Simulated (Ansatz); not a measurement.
# CH7ClSi2: the cost of one run

Program: Ansatz 0.2.0, Gaussian basis. Level of theory: functionals in def2-TZVPP, the program's frozen cores in correlated methods. These are calculated values, not measurements.

Plan: PBE-D4, r2SCAN-D4, PBE0-D4, B3LYP-D4, ωB97X-V, ωB97M-V, B2PLYP; CCSD(T)/def2-TZVPP; MP2/def2-QZVPP; extrapolation to the limit.

## 1. Structure used throughout

All runs share one geometry, relaxed beforehand with PBE0-D4 in a triple-zeta def2 set.

11 atoms, charge 0, spin multiplicity 1.

Atoms are counted from 1 here; the program's logs count them from 0.

Bond lengths: C1–Si2 1.876 Å, C1–H5 1.092 Å, C1–H6 1.092 Å, C1–H7 1.092 Å, Si2–Si3 2.341 Å, Si2–H8 1.489 Å, Si2–H9 1.489 Å, Si3–Cl4 2.067 Å, Si3–H10 1.487 Å, Si3–H11 1.487 Å. Angles: Si2–C1–H5 111.0°, Si2–C1–H6 110.4°, Si2–C1–H7 111.0°, H5–C1–H6 108.1°, H5–C1–H7 108.2°, H6–C1–H7 108.1°, C1–Si2–Si3 111.4°, C1–Si2–H8 110.7°, C1–Si2–H9 110.7°, Si3–Si2–H8 107.8°, Si3–Si2–H9 107.9°, H8–Si2–H9 108.1°, Si2–Si3–Cl4 109.0°, Si2–Si3–H10 112.2°, Si2–Si3–H11 112.3°, Cl4–Si3–H10 107.5°, Cl4–Si3–H11 107.5°, H10–Si3–H11 108.1°.

## 2. PBE-D4 (GGA)

File in.yaml:

```yaml
crystal:
  periodic: [false, false, false]
  atoms:
    - {symbol: C, position_ang: [-0.678922, 1.645725, 0.279914]}
    - {symbol: Si, position_ang: [-0.473828, 0.059932, -0.701762]}
    - {symbol: Si, position_ang: [0.951847, -1.442180, 0.388857]}
    - {symbol: Cl, position_ang: [1.133197, -3.151333, -0.758869]}
    - {symbol: H, position_ang: [-1.106885, 1.443842, 1.264141]}
    - {symbol: H, position_ang: [-1.345273, 2.334067, -0.244889]}
    - {symbol: H, position_ang: [0.281897, 2.145308, 0.420845]}
    - {symbol: H, position_ang: [0.103838, 0.342051, -2.044811]}
    - {symbol: H, position_ang: [-1.787063, -0.614930, -0.894171]}
    - {symbol: H, position_ang: [2.316910, -0.884797, 0.579365]}
    - {symbol: H, position_ang: [0.429580, -1.850784, 1.719480]}
basis:
  gaussian: {orbitals: def2-TZVPP}
hamiltonian: {xc: pbe, dispersion: d4}
output: {forces: true, orbitals: {seedname: orbitals}}
```

Launch:

```console
ansatz run in.yaml --threads 4 --pin off --events-out ev --progress --plain --max-ram 10444MiB
```

**Question.** How long does this run take on 4 threads of AMD EPYC 7R13, shared host, and how much memory does it need?

About 3.1 s, with a peak of 0.37 GiB.
